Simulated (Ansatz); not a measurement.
NbZn4 in Ansatz: the effect of target pressure

Crystal: NbZn4.

```
CELL_PARAMETERS angstrom
4.46135 0.00000 0.00000
0.00000 4.46135 0.00000
0.00000 0.00000 4.46135
ATOMIC_POSITIONS crystal
Nb 0.00000 0.00000 0.00000
Zn 0.50000 0.50000 0.50000
Zn 0.00000 0.50000 0.50000
Zn 0.50000 0.00000 0.50000
Zn 0.50000 0.50000 0.00000
```

The cell was built by a generator and needn't be a form met in nature.

Alike in all runs:

```yaml
Program: Ansatz 0.2.0
Task: relaxation of cell and atoms
Functional: LDA
Potentials_or_basis: Ansatz PAW
Cutoff: "420 eV (not typed: the program's choice for these potentials)"
k_mesh: 5 × 5 × 5
Occupations: fermi-dirac, width 0.05 eV
Spin: no spin polarisation
```

Each run relaxes the cell or the atoms first.

```tsv
target pressure	target pressure	relaxed volume (Å³/atom)
0 GPa	-	16.18
2 GPa	2 GPa	15.90
5 GPa	5 GPa	15.52
10 GPa	10 GPa	14.99
20 GPa	20 GPa	?
30 GPa	30 GPa	13.53
```

Q: What does the run with target pressure 20 GPa give?

A: Relaxed volume 14.16 Å³/atom.

Worked out: In Murnaghan's law V^(-B') rises as a straight line in P. The other rows fit best with B' = 4.5, V0 = 16.18 Å³/atom and B0 = 109 GPa, which gives 14.16 Å³/atom at 20 GPa, against the run's 14.16.

Caveats: the plane-wave basis is chosen anew once the cell has moved, so the energies of steps on either side of that aren't comparable; the PAW data sets come from PBE, with cores solved anew for the run's functional, which leaves a small shift of forces and pressure; the volume moved by over 15 % at a fixed basis, so the end points are rough (some runs).

Runs at the PBE level aren't shown here.
